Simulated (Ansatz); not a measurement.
# Iridium, beta-Sn type under LDA: from relaxation to bulk modulus

Aim: take iridium in the beta-Sn type structure, relax it, solve it on a dense k-mesh, switch on spin-orbit coupling, then scale the cell to 7 volumes from 88 to 112 % of the relaxed one and try a fit of the equation of state. The k-meshes are 14×14×9 for the relaxation; 25×25×15 for the dense run; 15×15×9 for spin-orbit coupling; 17×17×10 for the volumes.

Program: Ansatz 0.2.0. Level of theory: DFT LDA (PW92), plane waves (420 eV) with PAW, scalar-relativistic; the PAW data stem from PBE, with regenerated cores. These are calculated values, not measurements.

## 1. The system as given

It takes space group I4_1/amd (No. 141, tetragonal). The conventional cell has a = 4.775 Å, b = 4.775 Å, c = 2.607 Å, α = 90.00°, β = 90.00°, γ = 90.00°. Around Ir (site symmetry -4m2) lie 6 Ir at 2.47 to 2.61 Å.

Structure file:

```
Ir
1.0
    -2.38726    2.38726    1.30344
     2.38726   -2.38726    1.30344
     2.38726    2.38726   -1.30344
Ir
2
Direct
  0.00000 0.00000 0.00000
  0.75000 0.25000 0.50000
```

## 2. Relaxing cell and atoms

Input file input.yaml:

```yaml
crystal:
  lattice:
    - [-2.3872555793, 2.3872555793, 1.3034415463]
    - [2.3872555793, -2.3872555793, 1.3034415463]
    - [2.3872555793, 2.3872555793, -1.3034415463]
  atoms:
    - { symbol: Ir, position: [0.0, 0.0, 0.0] }
    - { symbol: Ir, position: [0.75, 0.25, 0.5] }
hamiltonian:
  xc: lda
  pseudopotentials:
    kind: paw
    azcp:
      Ir: "pseudopotentials/Ir.paw.azcp"
basis:
  ecutwfc: 420
  fft_grid_basis: typed
kpoints:
  mp_grid: { grid: [14, 14, 9], shift: [0, 0, 0] }
magnetization:
  spin_polarized: false
scf:
  occupations: { method: fermi_dirac, width: 0.1 }
relax:
  max_steps: 60
  f_tol: 0.01
  cell: {}
```

After this run come: Single point on a dense mesh; With spin-orbit coupling; Equation of state: 88 %; Equation of state: 92 %; Equation of state: 96 %; Equation of state: 100 %; Equation of state: 104 %; Equation of state: 108 %; Equation of state: 112 %.

Q: Predict the outcome of this session. Wanted: space group; conventional cell; volume; shortest distance; gap on the mesh; relative to fcc; V₀, B₀, B₀′.

The runs gave:

```
                      quantity                                  value
space group (spins left aside)                          Cmcm (No. 63)
             conventional cell  a = 2.636 Å, b = 6.438 Å, c = 3.545 Å
                        volume                         15.042 Å³/atom
             shortest distance                                2.577 Å
               gap on the mesh           none (levels filled in part)
               relative to fcc                          +491 meV/atom
                   V₀, B₀, B₀′           15.032 Å³/atom, 344 GPa, 4.9
```

What this shows: The relaxation enlarged the cell by 1.2 % in volume. What began as beta-Sn type has relaxed into Cmcm. What follows belongs to that structure, not to the type named at the start. The mesh has less symmetry than the lattice, which may have let the distortion in. Against the reference form of iridium (fcc, computed apart with the same settings) it stands 491 meV/atom higher, so it is far from stable. Levels at the Fermi energy are filled in part, as in a metal. The total energy of the spin-orbit run lies -30.6 eV/atom from the scalar one, but the two kinds of run don't share a zero of energy: only differences within one kind count. B₀ comes out at 344 GPa, among the stiffest elements; letting shape and positions relax at each volume could only lower it.
